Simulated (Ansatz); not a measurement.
# Ti2O: the cost of one run

Computed with Ansatz 0.2.0 (DFT PBEsol, scalar-relativistic, plane waves, PAW, unless a step's input says otherwise).

**1. The structure to begin with**

The structure is monoclinic, space group P2/m (No. 10). Conventional cell: a = 4.650 Å, b = 2.938 Å, c = 8.203 Å, α = 90.00°, β = 91.99°, γ = 90.00°. Around Ti (site symmetry m) lie 4 O at 2.05 Å. Ti (site symmetry m) is surrounded by 2 O at 2.03 Å. Ti (site symmetry m) is surrounded by 2 O at 2.11 to 2.28 Å. O (site symmetry m) has 5 Ti at 2.03 to 2.11 Å in its first shell of neighbours. O (site symmetry 2/m) is surrounded by 6 Ti at 2.05 to 2.28 Å.

As a file:

```cif
data_structure
_symmetry_space_group_name_H-M 'P 1'
_symmetry_Int_Tables_number 1
_cell_length_a 4.6496
_cell_length_b 2.9377
_cell_length_c 8.2031
_cell_angle_alpha 90.000
_cell_angle_beta 91.989
_cell_angle_gamma 90.000
_cell_volume 111.98
loop_
_atom_site_label
_atom_site_type_symbol
_atom_site_fract_x
_atom_site_fract_y
_atom_site_fract_z
_atom_site_occupancy
Ti1 Ti 0.73580 0.50000 0.08454 1
Ti2 Ti 0.25319 0.50000 0.57222 1
Ti3 Ti 0.26420 0.50000 0.91546 1
Ti4 Ti 0.74681 0.50000 0.42778 1
Ti5 Ti 0.74582 0.00000 0.75675 1
Ti6 Ti 0.25418 0.00000 0.24325 1
O1 O 0.70857 0.00000 0.25795 1
O2 O 0.29143 0.00000 0.74205 1
O3 O 0.00000 0.00000 0.00000 1
```

The structure comes from the Materials Project (structure only).

(A quick probe on a coarse mesh, which set the mesh and smearing, is not shown.)

**3. Full relaxation**

File input.yaml:

```yaml
crystal:
  lattice:
    - [4.6495507535, 0.0, 0.0]
    - [0.0, 2.93771327, 0.0]
    - [-0.2846966688, 0.0, 8.1981922294]
  atoms:
    - { symbol: Ti, position: [0.73579966, 0.5, 0.08453667] }
    - { symbol: Ti, position: [0.25319417, 0.5, 0.57221856] }
    - { symbol: Ti, position: [0.26420034, 0.5, 0.91546333] }
    - { symbol: Ti, position: [0.74680583, 0.5, 0.42778144] }
    - { symbol: Ti, position: [0.74581951, 0.0, 0.75674862] }
    - { symbol: Ti, position: [0.25418049, 0.0, 0.24325138] }
    - { symbol: O, position: [0.7085726, 0.0, 0.25795151] }
    - { symbol: O, position: [0.2914274, 0.0, 0.74204849] }
    - { symbol: O, position: [0.0, 0.0, 0.0] }
basis:
  ecutwfc: 420
kpoints:
  mp_grid: { grid: [8, 12, 6] }
hamiltonian:
  xc: pbesol
scf:
  occupations: { method: gaussian, width: 0.1 }
output:
  forces: true
  stress: true
  eigenvalues: true
relax:
  adjacent_minimum: "off"
  f_tol: 0.005
  max_steps: 80
  cell: { stress_tol: 0.05 }
```

Launch:

```console
$ ansatz run input.yaml --threads 2 --pin off --max-ram 5120MiB --backend cpu --events-out ev --progress --plain --runs-dir out
```

**Question.** How long does this run take on 2 threads of Intel Xeon 6975P-C (Granite Rapids), shared host, and how much memory does it need?

About 2.3 min, with a peak of 1 GiB.
